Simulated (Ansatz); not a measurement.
Runs of Ansatz 0.2.0 on InSb3. Symmetry: Pm-3m, No. 221, cubic system. The conventional cell has a = 4.806 Å, b = 4.806 Å, c = 4.806 Å, α = 90.00°, β = 90.00°, γ = 90.00°. Sb (site symmetry 4/mmm) has 8 Sb at 3.40 Å and 4 In at 3.40 Å as nearest neighbours. In (site symmetry m-3m) is surrounded by 12 Sb at 3.40 Å. The cell comes from a database or a generator and needn't be the stable form of this composition.

```tsv
task	level	spin	cutoff (eV)	points for each segment of the path	atoms under strain	gap on the mesh (eV)	pressure (GPa)	V0 of scaled cells (Å³/atom)	B0 (GPa)
band structure	PBEsol	SOC, no magnetisation	420	14	-	none	-2.5	-	-
elastic constants	PBEsol	off	420	-	relaxed	none	-2.7	-	-
equation of state	PBE	off	420	-	-	-	-	27.86	51
equation of state	r2SCAN	off	500	-	-	-	-	27.46	(b)
phonons	PBEsol	off	420	-	-	none	-	-	-
band structure	PBE	off	420	14	-	none	(a)	-	-
```

Alike in all rows: potentials or basis Ansatz PAW; cell as given; k mesh 6 × 6 × 6; smearing fermi-dirac 0.05 eV.

Question: Estimate the missing entries.

Answer: (a) 0.2; (b) 54.

Caveats: the PAW data sets come from PBE, with cores solved anew for the run's functional, which leaves a small shift of forces and pressure (some runs); elastic constants of metals need much finer meshes, so these are rough (some runs); the PAW data sets were made with another functional, which shifts forces and pressure a little (some runs); some modes are imaginary (some runs); spin-orbit coupling is left out, which moves the levels of the heavy elements (some runs).

A k mesh can miss the band edges, and rows without SOC leave out spin-orbit coupling on In, Sb.

A gap of «none» marks a metal or a gap under the smearing width.
